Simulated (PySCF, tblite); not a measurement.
# C₄H₉F₃Si: geometry, infrared bands and NMR shifts

What infrared bands and NMR shifts should C₄H₉F₃Si (`FCCCC[SiH](F)F`) show?

Computed with tblite 0.8.0 and PySCF 2.14.0, with density-fitted response routines of our own, on a single molecule in the gas phase. Atoms are numbered from 0 throughout.

### Step 1. Starting geometry

17 atoms, charge 0, multiplicity 1; geometry from: force field or distance geometry start.

Bonds of the start (Å): F0–C1 1.36, C1–C2 1.52, C2–C3 1.55, C3–C4 1.54, C4–Si5 1.88, Si5–F6 1.60, Si5–F7 1.61, C1–H8 1.11, C1–H9 1.08, C2–H10 1.09, C2–H11 1.09, C3–H12 1.09, C3–H13 1.10, C4–H14 1.08, C4–H15 1.10, Si5–H16 1.48.

### Step 2. Relaxing the molecule with GFN2-xTB

Job settings and geometry (Å):

```
{"job": {"kind": "relax", "xc": "GFN2-xTB", "basis": "xTB"}, "charge": 0, "multiplicity": 1}
F      2.702100    -0.422500    -1.491100
C      2.601000     0.347900    -0.378200
C      1.399400    -0.094900     0.436100
C      0.092400     0.133700    -0.359800
C     -1.129900    -0.327700     0.463700
Si    -2.783200    -0.109200    -0.398200
F     -3.929600    -0.602300     0.598600
F     -2.978100     1.456600    -0.696900
H      3.529100     0.196400     0.209000
H      2.534500     1.390900    -0.668100
H      1.353000     0.466800     1.372400
H      1.483500    -1.158200     0.680600
H     -0.005900     1.190200    -0.600100
H      0.144500    -0.428300    -1.300400
H     -1.018700    -1.376500     0.718200
H     -1.160400     0.227900     1.415100
H     -2.840700    -0.878600    -1.657900
```

On the command line:

```bash
> OMP_NUM_THREADS=1 python probes_run.py task.json out
```

This one command runs all jobs of the session in turn.

**Question.** This job is followed by: GFN2-xTB harmonic vibrations, gas phase; GIAO PBE0/pcSseg-1 NMR shielding, non-relativistic, gas phase. What will the session give for the following? strongest single infrared mode (GFN2-xTB); zero-point energy (GFN2-xTB); 13C shifts against TMS (PBE0/pcSseg-1); 1H shifts against TMS (PBE0/pcSseg-1, means over atoms taken as alike); 19F shifts against CFCl3 (PBE0/pcSseg-1, means over atoms taken as alike); 29Si shifts against TMS (PBE0/pcSseg-1).

The runs gave:

| quantity | value |
| --- | --- |
| strongest single infrared mode (GFN2-xTB) | 872 cm⁻¹, 247 km/mol |
| zero-point energy (GFN2-xTB) | 79.8 kcal/mol |
| 13C shifts against TMS (PBE0/pcSseg-1) | 86.7, 39.9, 21.2, 20.3 ppm |
| 1H shifts against TMS (PBE0/pcSseg-1, means over atoms taken as alike) | 5.02, 4.80, 1.54, 1.50, 0.92 ppm |
| 19F shifts against CFCl3 (PBE0/pcSseg-1, means over atoms taken as alike) | -158.9, -250.4 ppm |
| 29Si shifts against TMS (PBE0/pcSseg-1) | -3.2 ppm |

The optimisation took 51 steps and gained 0.108 eV; among the close pairs (by a distance rule), Si5–H16 changed most, from 1.477 to 1.443 Å. No mode is imaginary among the 45: a minimum at this level. The strongest single mode, at 872 cm⁻¹, moves mainly Si5 and F7. Unscaled tight-binding wavenumbers are off by several per cent, some by more. Its intensities can rank the bands wrongly. At PBE0/pcSseg-1: Shielding is most anisotropic at F6, F7 (span 114 ppm, paramagnetic term -137 ppm).
